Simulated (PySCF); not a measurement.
# H3Tl: the cost of one run

Computed with PySCF 2.14.0 and routines of our own; the level stands in each step. Atoms count from 0.

### Step 1. The system as given

4 atoms, charge 0, multiplicity 1; geometry from: GFN2-xTB.

### Step 2. Relaxing the molecule at PBE0-D3(BJ)/def2-SVP

The job: settings as JSON, then the geometry in Å.

```
{"job": {"xc": "PBE0", "basis": "def2-SVP", "d3": "d3bj", "grid": 1, "maxiter": 30, "shake": 0.01, "kind": "geom"}, "charge": 0, "multiplicity": 1}
Tl     0.022520    -0.024860    -0.002740
H     -0.696980     1.567800    -0.041060
H      1.688060    -0.182720     0.063070
H     -0.975600    -1.385580    -0.052280
```

The run is started by

```bash
> OMP_NUM_THREADS=1 python heavy_run.py task.json out
```

The driver reads the jobs from task.json and runs them one after another.

Q: Estimate the wall time and peak memory of this first job on 1 thread of Intel Xeon Platinum 8488C, shared host.

About 5.8 s, with a peak of 0.26 GiB.
